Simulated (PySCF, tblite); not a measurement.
# C₆H₃F₃O: dynamics, then NMR shifts on frames, part 2 of 2

tblite 0.8.0 and PySCF 2.14.0. Atoms count from 0.

## 5. Nuclear shieldings: 625 fs, PBE0/pcSseg-1

What the job is given:

```
{"job": {"kind": "nmr", "xc": "PBE0", "basis": "pcSseg-1", "pop": false}, "charge": 0, "multiplicity": 1}
F     -2.679200    -0.774000    -1.351400
C     -2.964500    -0.122100    -0.274200
F     -4.217400     0.311800    -0.281100
C     -2.169100    -0.078100     0.772900
F     -2.472600     0.522800     1.903500
C     -0.804100    -0.571900     0.752900
C      0.059300    -0.540100     1.779700
C      1.298600    -1.088100     1.349300
C      1.049900    -1.580100     0.130900
O     -0.166400    -1.222800    -0.301500
H     -0.165500     0.137600     2.535600
H      2.069800    -1.245700     2.049800
H      1.696100    -2.106700    -0.587000
```

With the program's defaults for keys left out, this is: GIAO PBE0/pcSseg-1 NMR shielding, non-relativistic, gas phase.

Log:

```text
coarse grid: 12720 points
cycle   1  E = -604.2008631594  dE =  2.276e+00  |g| = 8.449e-01  |ddm| = 3.662e+00
cycle   2  E = -604.0175099259  dE =  1.834e-01  |g| = 1.308e+00  |ddm| = 1.529e+00
cycle   3  E = -604.3314879938  dE = -3.140e-01  |g| = 1.059e-01  |ddm| = 1.021e+00
cycle   4  E = -604.3326285183  dE = -1.141e-03  |g| = 8.075e-02  |ddm| = 1.541e-01
cycle   5  E = -604.3338445944  dE = -1.216e-03  |g| = 1.437e-02  |ddm| = 6.518e-02
cycle   6  E = -604.3338699093  dE = -2.531e-05  |g| = 8.241e-03  |ddm| = 1.486e-02
cycle   7  E = -604.3338854129  dE = -1.550e-05  |g| = 9.841e-04  |ddm| = 7.205e-03
cycle   8  E = -604.3338856288  dE = -2.159e-07  |g| = 3.742e-04  |ddm| = 1.224e-03
final grid: 129384 points
cycle   9  E = -604.4202636517  dE = -3.471e-05  |g| = 1.087e-02  |ddm| = 3.398e-02
cycle  10  E = -604.4202265549  dE =  3.710e-05  |g| = 1.805e-02  |ddm| = 1.812e-02
cycle  11  E = -604.4202846698  dE = -5.811e-05  |g| = 1.939e-03  |ddm| = 1.190e-02
cycle  12  E = -604.4202855431  dE = -8.733e-07  |g| = 4.222e-04  |ddm| = 2.111e-03
cycle  13  E = -604.4202855727  dE = -2.962e-08  |g| = 1.329e-04  |ddm| = 4.260e-04
cycle  14  E = -604.4202855761  dE = -3.363e-09  |g| = 3.574e-05  |ddm| = 1.416e-04
cycle  15  E = -604.4202855764  dE = -2.817e-10  |g| = 1.118e-05  |ddm| = 4.317e-05
converged SCF energy = -604.4202855764

GIAO shielding tensors (ppm)
atom      isotropic    diamagn.    paramagn.     s11        s22        s33       span
  0 F      300.080     474.777    -174.697    276.953    292.544    330.743     53.790
  1 C       27.190     250.070    -222.880    -22.791     44.172     60.188     82.979
  2 F      279.792     467.117    -187.325    264.851    276.098    298.426     33.575
  3 C       59.505     248.400    -188.895     20.786     64.412     93.317     72.530
  4 F      384.301     470.208     -85.906    323.054    405.269    424.581    101.527
  5 C       28.817     258.752    -229.935    -54.249     47.575     93.124    147.372
  6 C       70.315     258.043    -187.729    -21.323     61.308    170.959    192.283
  7 C       75.137     255.894    -180.758     -5.329     66.468    164.271    169.600
  8 C       40.233     251.348    -211.116    -38.908     51.108    108.497    147.405
  9 O       37.020     398.329    -361.310   -100.093     -7.801    218.953    319.046
 10 H       25.556      33.871      -8.315     22.336     24.590     29.743      7.406
 11 H       25.390      31.308      -5.918     23.000     26.040     27.130      4.130
 12 H       23.767      29.119      -5.352     20.441     24.625     26.235      5.794
```

It took 41 s on 1 thread of Arm Neoverse N1, shared host; peak memory 0.88 GiB.

In short: δ C1 159.7, C5 158.1, C8 146.7, C3 127.4, H12 7.95, H11 6.33 ppm.

## 6. NMR shieldings: 800 fs, PBE0/pcSseg-1

What the job is given:

```
{"job": {"kind": "nmr", "xc": "PBE0", "basis": "pcSseg-1", "pop": false}, "charge": 0, "multiplicity": 1}
F     -2.476600    -1.026500    -1.523600
C     -3.025000    -0.325400    -0.463100
F     -4.233500     0.222200    -0.833900
C     -2.256400     0.052400     0.563900
F     -2.776300     0.726600     1.566400
C     -0.959900    -0.473900     0.781600
C     -0.115600    -0.257800     1.875400
C      1.102500    -0.893400     1.676000
C      0.983800    -1.457300     0.427700
O     -0.143300    -1.097100    -0.212100
H     -0.391700     0.142700     2.798900
H      2.012400    -0.907900     2.295600
H      1.685100    -2.146100    -0.082800
```

With the program's defaults for keys left out, this is: GIAO PBE0/pcSseg-1 NMR shielding, non-relativistic, gas phase.

Log:

```text
coarse grid: 12720 points
cycle   1  E = -604.1724006772  dE =  1.931e+00  |g| = 8.818e-01  |ddm| = 3.606e+00
cycle   2  E = -603.8845353032  dE =  2.879e-01  |g| = 1.523e+00  |ddm| = 1.727e+00
cycle   3  E = -604.3178992476  dE = -4.334e-01  |g| = 1.165e-01  |ddm| = 1.213e+00
cycle   4  E = -604.3189639738  dE = -1.065e-03  |g| = 9.926e-02  |ddm| = 1.895e-01
cycle   5  E = -604.3211302549  dE = -2.166e-03  |g| = 1.486e-02  |ddm| = 8.295e-02
cycle   6  E = -604.3211547170  dE = -2.446e-05  |g| = 8.973e-03  |ddm| = 1.552e-02
cycle   7  E = -604.3211744568  dE = -1.974e-05  |g| = 1.186e-03  |ddm| = 8.236e-03
cycle   8  E = -604.3211747667  dE = -3.099e-07  |g| = 5.360e-04  |ddm| = 1.427e-03
final grid: 129384 points
cycle   9  E = -604.4104123120  dE = -3.206e-05  |g| = 1.257e-02  |ddm| = 3.319e-02
cycle  10  E = -604.4103553491  dE =  5.696e-05  |g| = 2.193e-02  |ddm| = 2.138e-02
cycle  11  E = -604.4104408307  dE = -8.548e-05  |g| = 2.024e-03  |ddm| = 1.410e-02
cycle  12  E = -604.4104417576  dE = -9.269e-07  |g| = 5.668e-04  |ddm| = 2.169e-03
cycle  13  E = -604.4104418139  dE = -5.625e-08  |g| = 1.708e-04  |ddm| = 5.562e-04
cycle  14  E = -604.4104418192  dE = -5.353e-09  |g| = 6.032e-05  |ddm| = 1.941e-04
cycle  15  E = -604.4104418201  dE = -9.202e-10  |g| = 2.022e-05  |ddm| = 7.965e-05
converged SCF energy = -604.4104418201

GIAO shielding tensors (ppm)
atom      isotropic    diamagn.    paramagn.     s11        s22        s33       span
  0 F      268.539     476.911    -208.372    204.318    279.374    321.925    117.607
  1 C        8.458     248.558    -240.100    -33.600     13.354     45.620     79.220
  2 F      255.484     468.029    -212.544    220.808    248.523    297.122     76.314
  3 C       53.029     247.175    -194.146      8.285     59.157     91.645     83.360
  4 F      373.293     468.834     -95.541    314.905    382.225    422.749    107.844
  5 C       27.515     256.908    -229.393    -38.223     26.781     93.988    132.211
  6 C       62.716     250.437    -187.721    -21.672     41.278    168.541    190.213
  7 C       65.850     259.547    -193.697    -29.062     68.526    158.085    187.147
  8 C       26.043     250.819    -224.776    -60.701     36.064    102.768    163.469
  9 O       15.390     396.859    -381.469   -137.768    -42.023    225.962    363.729
 10 H       25.125      32.459      -7.334     22.382     24.599     28.394      6.012
 11 H       24.142      30.322      -6.180     22.357     24.697     25.372      3.015
 12 H       23.267      29.067      -5.800     20.222     24.502     25.078      4.857
```

Run time: 41 s. Hardware: 1 thread of Arm Neoverse N1, shared host; peak memory 0.88 GiB.

This run: δ C1 178.5, C8 160.9, C5 159.4, C3 133.9, H12 8.45, H11 7.57 ppm.

## 7. Shielding tensors: 1000 fs, PBE0/pcSseg-1

What the job is given:

```
{"job": {"kind": "nmr", "xc": "PBE0", "basis": "pcSseg-1", "pop": false}, "charge": 0, "multiplicity": 1}
F     -2.320100    -0.829200    -1.598900
C     -2.971200    -0.492800    -0.560100
F     -4.226200    -0.210800    -0.823500
C     -2.391800    -0.323800     0.645800
F     -3.280100    -0.113800     1.693300
C     -0.962900    -0.610900     0.998200
C     -0.225200    -0.403400     2.162900
C      1.073900    -0.813200     1.924100
C      1.056400    -1.323900     0.655400
O     -0.097900    -1.152300     0.073000
H     -0.666300     0.071600     3.022600
H      1.824900    -0.556600     2.628900
H      1.906200    -1.659100     0.108500
```

Level: GIAO PBE0/pcSseg-1 NMR shielding, non-relativistic, gas phase.

Log:

```text
coarse grid: 12720 points
cycle   1  E = -604.1926954027  dE =  2.135e+00  |g| = 8.592e-01  |ddm| = 3.627e+00
cycle   2  E = -603.9791941586  dE =  2.135e-01  |g| = 1.378e+00  |ddm| = 1.604e+00
cycle   3  E = -604.3284314224  dE = -3.492e-01  |g| = 1.227e-01  |ddm| = 1.094e+00
cycle   4  E = -604.3300766770  dE = -1.645e-03  |g| = 8.544e-02  |ddm| = 1.617e-01
cycle   5  E = -604.3313909317  dE = -1.314e-03  |g| = 1.373e-02  |ddm| = 6.385e-02
cycle   6  E = -604.3314130538  dE = -2.212e-05  |g| = 8.315e-03  |ddm| = 1.497e-02
cycle   7  E = -604.3314287609  dE = -1.571e-05  |g| = 9.481e-04  |ddm| = 7.463e-03
cycle   8  E = -604.3314289330  dE = -1.721e-07  |g| = 5.115e-04  |ddm| = 1.214e-03
final grid: 129384 points
cycle   9  E = -604.4196650395  dE = -3.594e-05  |g| = 1.135e-02  |ddm| = 3.378e-02
cycle  10  E = -604.4196287221  dE =  3.632e-05  |g| = 1.837e-02  |ddm| = 1.877e-02
cycle  11  E = -604.4196879738  dE = -5.925e-05  |g| = 1.850e-03  |ddm| = 1.217e-02
cycle  12  E = -604.4196887560  dE = -7.822e-07  |g| = 4.837e-04  |ddm| = 1.951e-03
cycle  13  E = -604.4196887975  dE = -4.145e-08  |g| = 1.432e-04  |ddm| = 4.961e-04
cycle  14  E = -604.4196888012  dE = -3.762e-09  |g| = 3.606e-05  |ddm| = 1.255e-04
cycle  15  E = -604.4196888015  dE = -2.610e-10  |g| = 1.163e-05  |ddm| = 3.891e-05
converged SCF energy = -604.4196888015

GIAO shielding tensors (ppm)
atom      isotropic    diamagn.    paramagn.     s11        s22        s33       span
  0 F      290.237     476.094    -185.857    268.048    292.392    310.269     42.222
  1 C       23.488     250.103    -226.615    -33.601     41.431     62.634     96.235
  2 F      272.100     466.399    -194.299    251.236    275.611    289.452     38.215
  3 C       45.874     246.294    -200.420      3.869     51.698     82.055     78.186
  4 F      371.156     467.078     -95.922    337.128    380.462    395.877     58.748
  5 C       30.582     255.607    -225.025    -41.410     44.935     88.222    129.632
  6 C       63.822     255.252    -191.431    -25.381     51.520    165.327    190.708
  7 C       70.291     259.236    -188.945    -17.059     61.861    166.069    183.128
  8 C       44.774     250.211    -205.438    -33.963     52.337    115.947    149.910
  9 O       41.179     398.316    -357.138   -122.344    -17.142    263.023    385.367
 10 H       24.626      32.332      -7.706     21.919     24.194     27.766      5.847
 11 H       24.756      31.627      -6.872     22.646     25.218     26.404      3.758
 12 H       24.274      30.510      -6.236     20.993     25.247     26.582      5.588
```

It took 41 s on 1 thread of Arm Neoverse N1, shared host; peak memory 0.88 GiB.

This run: δ C1 163.4, C5 156.3, C8 142.2, C3 141.1, H12 7.44, H10 7.09 ppm.

## 8. Run by run: NMR shifts

Shifts (ppm) of some atoms, chosen among heavy atoms and hydrogens apart, with basis size and wall time:

| frame | C1 | C8 | H10 | H11 | F2 | F0 | O9 | functions | time |
| --- | --- | --- | --- | --- | --- | --- | --- | --- | --- |
| 250 fs | 170.5 | 146.1 | 7.91 | 6.84 | -98.1 | -119.2 | 314.4 | 185 | 51 s |
| 425 fs | 168.2 | 153.7 | 7.35 | 6.71 | -89.2 | -103.7 | 287.4 | 185 | 41 s |
| 625 fs | 159.7 | 146.7 | 6.16 | 6.33 | -108.8 | -129.1 | 299.1 | 185 | 41 s |
| 800 fs | 178.5 | 160.9 | 6.59 | 7.57 | -84.5 | -97.6 | 320.7 | 185 | 41 s |
| 1000 fs | 163.4 | 142.2 | 7.09 | 6.96 | -101.2 | -119.3 | 294.9 | 185 | 41 s |

## 9. Outcome

What follows sums up all 2 parts.

| quantity | value |
| --- | --- |
| thermostat | 300 K |
| mean temperature, second half | 286 K |
| mean potential energy above the minimum | 0.44 eV |
| ¹³C shifts against TMS (PBE0/pcSseg-1, 250 fs) | 170.5, 150.6, 146.1, 130.3, 118.3, 118.1 ppm |
| ¹H shifts against TMS (PBE0/pcSseg-1, 250 fs) | 8.06, 7.91, 6.84 ppm |
| ¹⁹F shifts against CFCl3 (PBE0/pcSseg-1, 250 fs) | -98.1, -119.2, -211.7 ppm |
| ¹⁷O shifts against H2O (PBE0/pcSseg-1, 250 fs) | 314.4 ppm |
| surface potential, 1st and 99th percentile | -0.67 V and 1.36 V |
| range of the shift of O9 | 287.4 to 320.7 ppm |

**Reading.** In the second half the potential energy averages 0.44 eV above the minimum; equipartition over 33 harmonic modes at 300 K would give 0.43 eV. With 13 atoms the temperature swings widely (120 to 431 K). Shifts at one fixed geometry are not the observed spectrum, which averages over the motion. In the first frame run (250 fs): The widest tensor belongs to O9: span 407 ppm, with a paramagnetic part of -377 ppm. NICS(1)zz of -27 ppm above the planar ring from C5 marks a diatropic (aromatic) ring current. By nearest atom (PBE0/pcSseg-1), the HOMO sits on C1, C5, C8 about 18 % each; C3, C6 about 9 % each and the LUMO on C1 21 %; C5, C6, C8 about 13 % each. Across the 5 runs the shift of O9 moves most, between 287.4 (425 fs) and 320.7 ppm (800 fs).
